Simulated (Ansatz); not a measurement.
# Ho2Sb2N: the cost of one run

Program: Ansatz 0.2.0. Level of theory: DFT PBE, scalar-relativistic, plane waves, PAW; 4f electrons in the core of a trivalent norm-conserving potential, unless a step names another level. These are calculated values, not measurements.

3 further runs of the same task are left out: 2 that didn't finish, 1 set aside as unsound or not needed. Runs told in other sessions of the task aren't counted.

## (1) The structure to begin with

Symmetry: Immm, No. 71, orthorhombic system. Conventional cell: a = 3.343 Å, b = 7.788 Å, c = 8.930 Å, α = 90.00°, β = 90.00°, γ = 90.00°. Ho (site symmetry m2m) is surrounded by 2 N at 2.29 Å. Sb (site symmetry mm2) is surrounded by 3 Sb at 3.07 to 3.34 Å and 6 Ho at 3.25 to 3.32 Å and 2 N at 3.37 Å. N (site symmetry mmm) is surrounded by 4 Ho at 2.29 Å and 4 Sb at 3.37 Å.

Structure file:

```cif
data_structure
_symmetry_space_group_name_H-M 'P 1'
_symmetry_Int_Tables_number 1
_cell_length_a 6.1558
_cell_length_b 6.1558
_cell_length_c 6.1558
_cell_angle_alpha 148.485
_cell_angle_beta 101.518
_cell_angle_gamma 87.008
_cell_volume 116.26
loop_
_atom_site_label
_atom_site_type_symbol
_atom_site_fract_x
_atom_site_fract_y
_atom_site_fract_z
_atom_site_occupancy
Ho1 Ho 0.79939 0.50000 0.29939 1
Ho2 Ho 0.20061 0.50000 0.70061 1
Sb1 Sb 0.32816 0.82816 0.50000 1
Sb2 Sb 0.67184 0.17184 0.50000 1
N1 N 0.00000 0.00000 0.00000 1
```

It came out lowest among 22 distinct ends of the trial cells. At a tolerance of 0.05 Å it has space group Immm (No. 71).

## (2) Relaxing to 0.001 eV/Å, on the response runs' mesh and smearing

The input, input.yaml:

```yaml
crystal:
  lattice:
    - [-1.6716877308, 3.8940313097, 4.4649350724]
    - [1.6716877308, -3.8940313097, 4.4649350724]
    - [1.6716877308, 3.8940313097, -4.4649350724]
  atoms:
    - { symbol: Ho, position: [0.7993888655, 0.5, 0.2993888655] }
    - { symbol: Ho, position: [0.2006111345, 0.5, 0.7006111345] }
    - { symbol: Sb, position: [0.3281599637, 0.8281599637, 0.5] }
    - { symbol: Sb, position: [0.6718400363, 0.1718400363, 0.5] }
    - { symbol: "N", position: [0.0, 0.0, 0.0] }
basis:
  ecutwfc: 690
kpoints:
  mp_grid: { grid: [10, 10, 10] }
hamiltonian:
  xc: pbe
  pseudopotentials:
    kind: paw
    azcp: { Ho: "pseudopotentials/pbe/nc/lanthanide_3plus/Ho.nc.azcp" }
scf:
  occupations: { method: gaussian, width: 0.1 }
output:
  forces: true
  stress: true
  eigenvalues: true
relax:
  adjacent_minimum: "off"
  f_tol: 0.001
  max_steps: 60
  cell: { stress_tol: 0.01 }
```

On the command line:

```
ansatz run input.yaml --threads 3 --pin off --max-ram 8448MiB --backend cpu --events-out ev --progress --plain --runs-dir out
```

What time and memory should one allow on 3 threads of Arm Neoverse V1, shared host?

About 2.9 min, with a peak of 1.3 GiB.
